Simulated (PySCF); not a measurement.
# MoOBr₂: one geometry, several methods

Aim: at the PBE0 minimum of singlet MoOBr₂, found before, compare methods on energies and levels.

The runs use PySCF 2.14.0; several methods, basis Mo def2-SVP with ECP28, O def2-SVP, Br def2-SVP, scalar-relativistic core potentials, no spin–orbit coupling, density fitting.

### 1 Where the work starts

4 atoms, charge 0, spin multiplicity 1.

Bond lengths: Mo1–O2 1.635 Å, Mo1–Br3 2.384 Å, Mo1–Br4 2.384 Å. Angles: O2–Mo1–Br3 116.6°, O2–Mo1–Br4 116.6°, Br3–Mo1–Br4 126.9°.

Z-matrix (Å, degrees; charge 0 multiplicity 1):
```
Mo
O  1 1.6352
Br 1 2.3843 2 116.57
Br 1 2.3843 2 116.57 3 180.00
```

### 2 PBE0

One driver script runs all steps and calls PySCF; scf.py shows the equivalent input of each level. Each SCF starts from the density of the minimum. The driver also runs the species with one electron less or more at the same geometry (one less: multiplicity 2, one more: multiplicity 2); their logs are not shown.

scf.py

```python
from pyscf import gto, scf, dft
mol = gto.M(atom='''
Mo    -0.261588    -0.453080     0.000000
O     -1.079172    -1.869167     0.000000
Br     2.118430    -0.595828     0.000000
Br    -1.575207     1.536710    -0.000000''',
    basis={'Mo': 'def2-SVP', 'O': 'def2-SVP', 'Br': 'def2-SVP'},
    ecp={'Mo': 'def2-SVP'},
    charge=0, spin=0)
mf = dft.RKS(mol, xc='PBE0')
mf.grids.atom_grid = (99, 590)
aux = {'Mo': 'def2-universal-JKFIT', 'O': 'def2-universal-JKFIT', 'Br': 'def2-universal-JKFIT'}
mf = mf.density_fit(auxbasis=aux)
mf.kernel()
```

The program printed:

```text
init E= -5290.4663099644
  HOMO = -0.251942229341545  LUMO = -0.153350324725338  gap/eV = 2.68282
cycle= 1 E= -5290.46630996714  delta_E= -2.74e-09  |g|= 1.3e-05  |ddm|= 0.000125
  HOMO = -0.25194242538047  LUMO = -0.153350661875457  gap/eV = 2.68282
cycle= 2 E= -5290.46630996702  delta_E= 1.16e-10  |g|= 2.59e-05  |ddm|= 2.55e-05
  HOMO = -0.251940690246641  LUMO = -0.153348385898852  gap/eV = 2.68283
Extra cycle  E= -5290.46630996573  delta_E= 1.29e-09  |g|= 8.6e-05  |ddm|= 6.79e-05
converged SCF energy = -5290.46630996573
```

This level, with the species of one electron less or more, took 11 s on 4 threads, shared host.

```
energy                        : -5290.466310 Eh
one electron less (charge +1) : -5290.153478 Eh (doublet, ⟨S²⟩ 0.79)
one electron more (charge -1) : -5290.557240 Eh (doublet, ⟨S²⟩ 0.76)
Mulliken charge of Mo1        : +0.61 e
```

### 3 HF

scf.py, as its differences from that of step 2:

```diff
@@ -10,2 +10 @@
-mf = dft.RKS(mol, xc='PBE0')
-mf.grids.atom_grid = (99, 590)
+mf = scf.RHF(mol)
```

The program printed, shortened:

```text
[... the frontier levels of the middle cycles are left out ...]
init E= -5286.56138909144
  HOMO = -0.344691856691249  LUMO = 0.0286275015960622  gap/eV = 10.15854
cycle= 1 E= -5286.59047289721  delta_E= -0.0291  |g|= 0.229  |ddm|= 0.532
  HOMO = -0.42661059275356  LUMO = -0.0457624463048774  gap/eV = 10.36341
cycle= 2 E= -5286.58695431927  delta_E= 0.00352  |g|= 0.275  |ddm|= 0.466
  HOMO = -0.398323753777383  LUMO = -0.00443988498036043  gap/eV = 10.71813
cycle= 3 E= -5286.60330573903  delta_E= -0.0164  |g|= 0.0448  |ddm|= 0.229
cycle= 4 E= -5286.60394466317  delta_E= -0.000639  |g|= 0.0166  |ddm|= 0.0511
cycle= 5 E= -5286.60416413671  delta_E= -0.000219  |g|= 0.00355  |ddm|= 0.0514
cycle= 6 E= -5286.60418030393  delta_E= -1.62e-05  |g|= 0.00135  |ddm|= 0.0138
cycle= 7 E= -5286.60418286756  delta_E= -2.56e-06  |g|= 0.000573  |ddm|= 0.00584
cycle= 8 E= -5286.60418344156  delta_E= -5.74e-07  |g|= 0.000278  |ddm|= 0.0027
cycle= 9 E= -5286.6041835709  delta_E= -1.29e-07  |g|= 0.000105  |ddm|= 0.00131
cycle= 10 E= -5286.60418359342  delta_E= -2.25e-08  |g|= 3.45e-05  |ddm|= 0.000629
cycle= 11 E= -5286.6041835955  delta_E= -2.09e-09  |g|= 1.44e-05  |ddm|= 0.000163
cycle= 12 E= -5286.60418359583  delta_E= -3.28e-10  |g|= 6.54e-06  |ddm|= 6.85e-05
  HOMO = -0.404085386183887  LUMO = 0.000783238397593526  gap/eV = 11.01704
Extra cycle  E= -5286.60418359587  delta_E= -3.27e-11  |g|= 4.32e-06  |ddm|= 1.46e-05
converged SCF energy = -5286.60418359587
```

This level, with the species of one electron less or more, took 7.5 s.

* energy: -5286.604184 Eh
* one electron less (charge +1): -5286.288712 Eh (doublet, ⟨S²⟩ 1.44)
* one electron more (charge -1): -5286.687634 Eh (doublet, ⟨S²⟩ 0.78)
* Mulliken charge of Mo1: +1.09 e

### 4 MP2

scf.py, as its differences from that of step 3:

```diff
@@ -13,0 +14,2 @@
+from pyscf.mp import dfmp2
+dfmp2.DFMP2(mf, frozen=19).kernel()  # the driver gives MP2 a fitting basis of its own (RI)
```

The program printed, shortened:

```text
[... the frontier levels of the middle cycles are left out ...]
init E= -5286.56138909144
  HOMO = -0.34469185669127  LUMO = 0.0286275015959867  gap/eV = 10.15854
cycle= 1 E= -5286.59047289722  delta_E= -0.0291  |g|= 0.229  |ddm|= 0.532
  HOMO = -0.42661059275358  LUMO = -0.0457624463048489  gap/eV = 10.36341
cycle= 2 E= -5286.58695431927  delta_E= 0.00352  |g|= 0.275  |ddm|= 0.466
  HOMO = -0.398323753777404  LUMO = -0.00443988498035923  gap/eV = 10.71813
cycle= 3 E= -5286.60330573903  delta_E= -0.0164  |g|= 0.0448  |ddm|= 0.229
cycle= 4 E= -5286.60394466317  delta_E= -0.000639  |g|= 0.0166  |ddm|= 0.0511
cycle= 5 E= -5286.60416413671  delta_E= -0.000219  |g|= 0.00355  |ddm|= 0.0514
cycle= 6 E= -5286.60418030393  delta_E= -1.62e-05  |g|= 0.00135  |ddm|= 0.0138
cycle= 7 E= -5286.60418286755  delta_E= -2.56e-06  |g|= 0.000573  |ddm|= 0.00584
cycle= 8 E= -5286.60418344157  delta_E= -5.74e-07  |g|= 0.000278  |ddm|= 0.0027
cycle= 9 E= -5286.60418357089  delta_E= -1.29e-07  |g|= 0.000105  |ddm|= 0.00131
cycle= 10 E= -5286.60418359341  delta_E= -2.25e-08  |g|= 3.45e-05  |ddm|= 0.000629
cycle= 11 E= -5286.6041835955  delta_E= -2.09e-09  |g|= 1.44e-05  |ddm|= 0.000163
cycle= 12 E= -5286.60418359583  delta_E= -3.33e-10  |g|= 6.54e-06  |ddm|= 6.85e-05
  HOMO = -0.404085386183899  LUMO = 0.000783238397585811  gap/eV = 11.01704
Extra cycle  E= -5286.60418359586  delta_E= -3e-11  |g|= 4.32e-06  |ddm|= 1.46e-05
converged SCF energy = -5286.60418359586
```

This level, with the species of one electron less or more, took 7.8 s.

```
energy                                                              : -5287.618727 Eh
one electron less (charge +1)                                       : -5287.274232 Eh (doublet, ⟨S²⟩ 1.44)
one electron more (charge -1)                                       : -5287.690382 Eh (doublet, ⟨S²⟩ 0.78)
MP2 correlation in its own fitting basis (same spin, opposite spin) : -1.01454 Eh (-0.32789, -0.68665)
```

### 5 PBE

scf.py, as its differences from that of step 4:

```diff
@@ -10 +10,2 @@
-mf = scf.RHF(mol)
+mf = dft.RKS(mol, xc='PBE')
+mf.grids.atom_grid = (99, 590)
@@ -14,2 +14,0 @@
-from pyscf.mp import dfmp2
-dfmp2.DFMP2(mf, frozen=19).kernel()  # the driver gives MP2 a fitting basis of its own (RI)
```

The program printed, shortened:

```text
[... the frontier levels of the middle cycles are left out ...]
init E= -5290.34747008802
  HOMO = -0.205704878008286  LUMO = -0.195931551576043  gap/eV = 0.26595
cycle= 1 E= -5290.33280337956  delta_E= 0.0147  |g|= 0.297  |ddm|= 0.396
  HOMO = -0.123198497858966  LUMO = -0.115276708755439  gap/eV = 0.21556
cycle= 2 E= -5290.00151186746  delta_E= 0.331  |g|= 1.17  |ddm|= 1.32
  HOMO = -0.190360832488666  LUMO = -0.184354646591525  gap/eV = 0.16344
cycle= 3 E= -5290.34592058231  delta_E= -0.344  |g|= 0.184  |ddm|= 1.08
cycle= 4 E= -5290.35075709584  delta_E= -0.00484  |g|= 0.0799  |ddm|= 0.211
cycle= 5 E= -5290.35281096095  delta_E= -0.00205  |g|= 0.0221  |ddm|= 0.103
cycle= 6 E= -5290.3528940336  delta_E= -8.31e-05  |g|= 0.00443  |ddm|= 0.0142
cycle= 7 E= -5290.35289833644  delta_E= -4.3e-06  |g|= 0.000539  |ddm|= 0.00359
cycle= 8 E= -5290.3528984107  delta_E= -7.43e-08  |g|= 5.93e-05  |ddm|= 0.000591
cycle= 9 E= -5290.35289841153  delta_E= -8.35e-10  |g|= 1.01e-05  |ddm|= 7.28e-05
  HOMO = -0.191718451567497  LUMO = -0.184303223722745  gap/eV = 0.20178
Extra cycle  E= -5290.35289841151  delta_E= 2.73e-11  |g|= 1.57e-05  |ddm|= 2.44e-05
converged SCF energy = -5290.35289841151
```

This level, with the species of one electron less or more, took 43 s.

```
energy                        : -5290.352898 Eh
one electron less (charge +1) : -5290.055499 Eh (doublet, ⟨S²⟩ 0.77)
one electron more (charge -1) : -5290.431935 Eh (doublet, ⟨S²⟩ 0.76)
Mulliken charge of Mo1        : +0.43 e
```

### 6 r2SCAN

scf.py, as its differences from that of step 5:

```diff
@@ -10 +10 @@
-mf = dft.RKS(mol, xc='PBE')
+mf = dft.RKS(mol, xc='R2SCAN')
```

The program printed, shortened:

```text
[... the frontier levels of the middle cycles are left out ...]
init E= -5291.14781928979
  HOMO = -0.214291356990929  LUMO = -0.188454367241214  gap/eV = 0.70306
cycle= 1 E= -5291.14827728632  delta_E= -0.000458  |g|= 0.083  |ddm|= 0.172
  HOMO = -0.187488785107639  LUMO = -0.163341648500065  gap/eV = 0.65708
cycle= 2 E= -5291.12133758623  delta_E= 0.0269  |g|= 0.345  |ddm|= 0.355
  HOMO = -0.206664998008677  LUMO = -0.182129404970575  gap/eV = 0.66765
cycle= 3 E= -5291.14951092128  delta_E= -0.0282  |g|= 0.0439  |ddm|= 0.273
cycle= 4 E= -5291.14989814593  delta_E= -0.000387  |g|= 0.0119  |ddm|= 0.0505
cycle= 5 E= -5291.14994887952  delta_E= -5.07e-05  |g|= 0.00194  |ddm|= 0.0151
cycle= 6 E= -5291.14994967854  delta_E= -7.99e-07  |g|= 0.000386  |ddm|= 0.00144
cycle= 7 E= -5291.1499497099  delta_E= -3.14e-08  |g|= 4.46e-05  |ddm|= 0.000289
cycle= 8 E= -5291.1499497103  delta_E= -4e-10  |g|= 8.28e-06  |ddm|= 4.03e-05
  HOMO = -0.208311728108861  LUMO = -0.183500835067917  gap/eV = 0.67514
Extra cycle  E= -5291.14994971012  delta_E= 1.81e-10  |g|= 2.71e-05  |ddm|= 2.92e-05
converged SCF energy = -5291.14994971012
```

This level, with the species of one electron less or more, took 35 s on 4 threads, shared host.

| Property | Result |
| --- | --- |
| energy | -5291.149950 Eh |
| one electron less (charge +1) | -5290.845972 Eh (doublet, ⟨S²⟩ 0.78) |
| one electron more (charge -1) | -5291.235684 Eh (doublet, ⟨S²⟩ 0.76) |
| Mulliken charge of Mo1 | +0.59 e |

### 7 B3LYP

scf.py, as its differences from that of step 6:

```diff
@@ -10 +10 @@
-mf = dft.RKS(mol, xc='R2SCAN')
+mf = dft.RKS(mol, xc='B3LYP')
```

The program printed, shortened:

```text
[... the frontier levels of the middle cycles are left out ...]
init E= -5291.23337645167
  HOMO = -0.242760429223267  LUMO = -0.159182941670636  gap/eV = 2.27426
cycle= 1 E= -5291.23397510312  delta_E= -0.000599  |g|= 0.0478  |ddm|= 0.146
  HOMO = -0.240600162338922  LUMO = -0.157641561074193  gap/eV = 2.25742
cycle= 2 E= -5291.23091867483  delta_E= 0.00306  |g|= 0.134  |ddm|= 0.104
  HOMO = -0.238886638371476  LUMO = -0.155505409574999  gap/eV = 2.26892
cycle= 3 E= -5291.23414630972  delta_E= -0.00323  |g|= 0.0298  |ddm|= 0.0925
cycle= 4 E= -5291.23428719771  delta_E= -0.000141  |g|= 0.0115  |ddm|= 0.0319
cycle= 5 E= -5291.23433011972  delta_E= -4.29e-05  |g|= 0.000796  |ddm|= 0.0137
cycle= 6 E= -5291.23433026446  delta_E= -1.45e-07  |g|= 0.000207  |ddm|= 0.000821
cycle= 7 E= -5291.2343302751  delta_E= -1.06e-08  |g|= 2.97e-05  |ddm|= 0.000292
cycle= 8 E= -5291.23433027541  delta_E= -3.1e-10  |g|= 1.02e-05  |ddm|= 4.97e-05
  HOMO = -0.240894403950051  LUMO = -0.157830342059491  gap/eV = 2.26029
Extra cycle  E= -5291.23433027525  delta_E= 1.6e-10  |g|= 3.13e-05  |ddm|= 3.04e-05
converged SCF energy = -5291.23433027525
```

This level, with the species of one electron less or more, took 22 s.

* energy: -5291.234330 Eh
* one electron less (charge +1): -5290.920989 Eh (doublet, ⟨S²⟩ 0.77)
* one electron more (charge -1): -5291.319924 Eh (doublet, ⟨S²⟩ 0.76)
* Mulliken charge of Mo1: +0.57 e

### 8 TPSSh

scf.py, as its differences from that of step 7:

```diff
@@ -10 +10 @@
-mf = dft.RKS(mol, xc='B3LYP')
+mf = dft.RKS(mol, xc='TPSSH')
```

The program printed, shortened:

```text
[... the frontier levels of the middle cycles are left out ...]
init E= -5290.97923644253
  HOMO = -0.226306323625877  LUMO = -0.169818646022001  gap/eV = 1.53711
cycle= 1 E= -5290.97997316592  delta_E= -0.000737  |g|= 0.0685  |ddm|= 0.102
  HOMO = -0.216447082754527  LUMO = -0.161908706245278  gap/eV = 1.48406
cycle= 2 E= -5290.97777303878  delta_E= 0.0022  |g|= 0.108  |ddm|= 0.142
  HOMO = -0.228414941584631  LUMO = -0.172562285468153  gap/eV = 1.51983
cycle= 3 E= -5290.97917094663  delta_E= -0.0014  |g|= 0.0723  |ddm|= 0.161
cycle= 4 E= -5290.98033673221  delta_E= -0.00117  |g|= 0.0201  |ddm|= 0.0558
cycle= 5 E= -5290.9804413445  delta_E= -0.000105  |g|= 0.00116  |ddm|= 0.0183
cycle= 6 E= -5290.98044170252  delta_E= -3.58e-07  |g|= 0.000322  |ddm|= 0.00158
cycle= 7 E= -5290.98044172892  delta_E= -2.64e-08  |g|= 2.84e-05  |ddm|= 0.000349
cycle= 8 E= -5290.98044172919  delta_E= -2.62e-10  |g|= 8.72e-06  |ddm|= 4.42e-05
  HOMO = -0.223527978620673  LUMO = -0.168152607415188  gap/eV = 1.50684
Extra cycle  E= -5290.98044172918  delta_E= 3.64e-12  |g|= 1.23e-05  |ddm|= 2.02e-05
converged SCF energy = -5290.98044172918
```

This level, with the species of one electron less or more, took 33 s.

* energy: -5290.980442 Eh
* one electron less (charge +1): -5290.673437 Eh (doublet, ⟨S²⟩ 0.77)
* one electron more (charge -1): -5291.064112 Eh (doublet, ⟨S²⟩ 0.76)
* Mulliken charge of Mo1: +0.60 e

### 9 BP86

scf.py, as its differences from that of step 8:

```diff
@@ -10 +10 @@
-mf = dft.RKS(mol, xc='TPSSH')
+mf = dft.RKS(mol, xc='B88,P86')
```

The program printed, shortened:

```text
[... the frontier levels of the middle cycles are left out ...]
init E= -5291.81016328752
  HOMO = -0.210795770593879  LUMO = -0.200721158466258  gap/eV = 0.27414
cycle= 1 E= -5291.79677034873  delta_E= 0.0134  |g|= 0.289  |ddm|= 0.405
  HOMO = -0.129279824845996  LUMO = -0.121460319089252  gap/eV = 0.21278
cycle= 2 E= -5291.48318268826  delta_E= 0.314  |g|= 1.14  |ddm|= 1.26
  HOMO = -0.19472899003827  LUMO = -0.1884242576883  gap/eV = 0.17156
cycle= 3 E= -5291.80909664658  delta_E= -0.326  |g|= 0.18  |ddm|= 1.03
cycle= 4 E= -5291.81376034701  delta_E= -0.00466  |g|= 0.0782  |ddm|= 0.208
cycle= 5 E= -5291.81572883104  delta_E= -0.00197  |g|= 0.0214  |ddm|= 0.0988
cycle= 6 E= -5291.81580730318  delta_E= -7.85e-05  |g|= 0.00435  |ddm|= 0.0137
cycle= 7 E= -5291.81581159197  delta_E= -4.29e-06  |g|= 0.000571  |ddm|= 0.0036
cycle= 8 E= -5291.81581161806  delta_E= -2.61e-08  |g|= 7.89e-05  |ddm|= 0.000667
cycle= 9 E= -5291.81581161953  delta_E= -1.47e-09  |g|= 1.08e-05  |ddm|= 8.47e-05
cycle= 10 E= -5291.81581161957  delta_E= -3.73e-11  |g|= 3.38e-06  |ddm|= 1.48e-05
  HOMO = -0.196532480735939  LUMO = -0.188862867365834  gap/eV = 0.20870
Extra cycle  E= -5291.81581161952  delta_E= 5.09e-11  |g|= 1.11e-05  |ddm|= 1.68e-05
converged SCF energy = -5291.81581161952
```

This level, with the species of one electron less or more, took 32 s.

```
energy                        : -5291.815812 Eh
one electron less (charge +1) : -5291.513023 Eh (doublet, ⟨S²⟩ 0.77)
Mulliken charge of Mo1        : +0.43 e
```

### 10 Comparison of the levels

| level | atomisation energy (kJ/mol) | vertical ionisation energy (eV) | vertical electron affinity (eV) | −ε(HOMO) (eV) | gap (eV) | dipole (D) | wall time |
| --- | --- | --- | --- | --- | --- | --- | --- |
| PBE0 | 1209 | 8.51 | 2.47 | 6.86 | 2.68 | 0.83 | 11 s |
| HF | 458 | 8.58 | 2.27 | 11.00 | 11.02 | 0.87 | 7.5 s |
| MP2 | – | 9.37 | 1.95 | – | – | – | 7.8 s |
| PBE | 1371 | 8.09 | 2.15 | 5.22 | 0.20 | 0.89 | 43 s |
| r2SCAN | – | 8.27 | 2.33 | 5.67 | 0.68 | 0.83 | 35 s |
| B3LYP | 1258 | 8.53 | 2.33 | 6.56 | 2.26 | 0.90 | 22 s |
| TPSSh | 1266 | 8.35 | 2.28 | 6.08 | 1.51 | 0.80 | 33 s |
| BP86 | – | 8.24 | – | 5.35 | 0.21 | 0.90 | 32 s |

Times are for 4 threads, shared host; PBE0 starts from its own converged density, so its time is not comparable. A dash stands where a species or a free atom was not run at that level, or the quantity is not defined.

Atomisation goes to high-spin atoms in their ground configurations, run at the same level, without zero-point energy.

### 11 Results

| quantity | value |
| --- | --- |
| atomisation energy, range | 458 (HF) to 1371 (PBE) kJ/mol |
| vertical ionisation energy, range | 8.09 (PBE) to 9.37 (MP2) eV |
| vertical electron affinity, range | 1.95 (MP2) to 2.47 (PBE0) eV |
| orbital gap, range | 0.20 (PBE) to 11.02 (HF) eV |

What this shows: The atomisation energy spreads over 913 kJ/mol, from HF to PBE; without a CCSD(T) value for it there is no yardstick here. Spin contamination is strong in at least one of the open-shell species at HF, MP2. Without diffuse functions electron affinities tend to come out too low. Spin polarisation would lower this closed shell, so its numbers describe a constrained state.
